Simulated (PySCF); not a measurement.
# Ga2⁺: spin, charge, geometry and surroundings

Aim: change spin, charge, geometry, field or solvent of Ga2⁺, one at a time, and compare with the base run.

Method: method and basis as typed in the scripts; program: PySCF 2.14.0.

2 further runs of the same task are left out: 2 that didn't finish.

## (1) The starting structure

Ga2⁺: 2 atoms, charge 1, spin multiplicity 2.

Bond lengths: Ga1–Ga2 2.635 Å.

## (2) The run that the others are compared with

input.py

```python
from pyscf import gto, scf, mp

mol = gto.M(
    atom='Ga 0 0 0; Ga 0 0 2.635',
    basis='ano-rcc-vdzp',
    charge=1,
    spin=1,
    verbose=4,
)
mf = scf.UHF(mol)
mf = mf.sfx2c1e()
mf.kernel()
mp.MP2(mf, frozen=18).kernel()
mf.dip_moment()
print('orbital energies (hartree):', [e[max(0, n-3):n+3].round(4) for e, n in zip(mf.mo_energy, mol.nelec)])
```

Started as:

```sh
$ OMP_NUM_THREADS=1 python input.py
```

Its log is not repeated here.

Base result: E(SCF) = -3884.167133 Eh, 9 cycles, E(MP2) − E(SCF) = -0.46115 Eh, ⟨S²⟩ = 0.751.

The bond length is a typed value, not an optimised one. The dipole of an ion depends on the origin.

## (3) PCM, ε = 20.5

Run 1 changes solvent: none (gas phase) → PCM, ε = 20.5; step after the SCF: mp2 → analyze.

input.py

```python
from pyscf import gto, scf, solvent

mol = gto.M(
    atom='Ga 0 0 0; Ga 0 0 2.635',
    basis='ano-rcc-vdzp',
    charge=1,
    spin=1,
    verbose=4,
)
mf = scf.UHF(mol)
mf = mf.sfx2c1e()
mf = solvent.PCM(mf)
mf.with_solvent.eps = 20.5
mf.kernel()
mf.analyze()
print('orbital energies (hartree):', [e[max(0, n-3):n+3].round(4) for e, n in zip(mf.mo_energy, mol.nelec)])
```

Started as:

```sh
$ OMP_NUM_THREADS=1 python input.py
```

## (4) Bond 2.819 Å

Run 2 changes bond length: 2.635 Å → 2.819 Å.

Edit input.py of step 2 so:

```diff
@@ -3,3 +3,3 @@
 mol = gto.M(
-    atom='Ga 0 0 0; Ga 0 0 2.635',
+    atom='Ga 0 0 0; Ga 0 0 2.819',
     basis='ano-rcc-vdzp',
```

## (5) Electric field 0.2 a.u.

Run 3 changes electric field: none → 0.2 a.u.

Edit input.py of step 2 so:

```diff
@@ -11,2 +11,7 @@
 mf = mf.sfx2c1e()
+field = 0.2  # electric field along z, atomic units
+h = mf.get_hcore() + field*mol.intor('int1e_r')[2]
+mf.get_hcore = lambda *args: h
+e_nuc = mol.energy_nuc() - field*mol.atom_charges() @ mol.atom_coords()[:, 2]
+mf.energy_nuc = lambda *args: e_nuc
 mf.kernel()
```

## (6) Bond 2.951 Å

Run 4 changes bond length: 2.635 Å → 2.951 Å.

Edit input.py of step 2 so:

```diff
@@ -3,3 +3,3 @@
 mol = gto.M(
-    atom='Ga 0 0 0; Ga 0 0 2.635',
+    atom='Ga 0 0 0; Ga 0 0 2.951',
     basis='ano-rcc-vdzp',
```

**Question.** What will these runs give? Wanted: for each run, E(SCF); from base; gap, α spin; after the SCF.

As calculated:

```
                                  run  E(SCF) (hartree)  from base (eV)  cycles  gap, α spin (eV)                            after the SCF
                                 base      -3884.167133               0       9              5.60  MP2 correlation -12.549 eV, core frozen
                        PCM, ε = 20.5      -3884.267476         -2.7305       9              5.67                                      n/a
                         bond 2.819 Å      -3884.172769         -0.1534       9              5.30  MP2 correlation -12.456 eV, core frozen
electric field 0.2 a.u. (poor choice)      -3886.541437  not comparable      11              6.41  MP2 correlation -11.295 eV, core frozen
                         bond 2.951 Å      -3884.202691         -0.9676       9              6.65  MP2 correlation -12.246 eV, core frozen
```

What this shows: The largest comparable shift of the SCF energy, -2.730 eV, comes with the run “PCM, ε = 20.5”. A continuum solvent with ε = 20.5 lowers the energy by 2.730 eV, a large gain because the system is charged. Rows marked «poor choice» come from settings spoiled on purpose.
